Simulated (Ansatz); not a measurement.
SiO:

```
CELL_PARAMETERS angstrom
0.00000 2.43364 2.43364
2.43364 0.00000 2.43364
2.43364 2.43364 0.00000
ATOMIC_POSITIONS crystal
Si 0.75000 0.75000 0.75000
O 0.00000 0.00000 0.00000
```

The cell was built by a generator and needn't be a form met in nature.

Program: Ansatz 0.2.0. Alike in all runs: no spin polarisation; cell as given; smearing fermi-dirac 0.05 eV.

Order these runs on this cell by their band gap on the k mesh, lowest first.
A. level HF; potentials or basis Ansatz PAW; k mesh 5 × 5 × 5; cutoff (eV) 420; mesh quality coarse
B. level r2SCAN50; potentials or basis Ansatz PAW; k mesh 5 × 5 × 5; cutoff (eV) 500; mesh quality coarse
C. level PBE; potentials or basis Ansatz NC; k mesh 9 × 9 × 9; cutoff (eV) 1240; points for each segment of the path 14; mesh quality not flagged
D. level PBEsol0; potentials or basis Ansatz PAW; k mesh 5 × 5 × 5; cutoff (eV) 420; mesh quality coarse
E. level r2SCANh; potentials or basis Ansatz PAW; k mesh 5 × 5 × 5; cutoff (eV) 500; mesh quality coarse

C (metal), E (0.43 eV), D (0.85 eV), B (1.77 eV), A (4.69 eV).

Caveats: some runs use coarse meshes; odd divisions of the mesh miss points on the zone boundary, where band edges often lie, so the gap on the mesh can be too wide (some runs).

A k mesh can miss the band edges.

Not every run made on this cell is shown here.
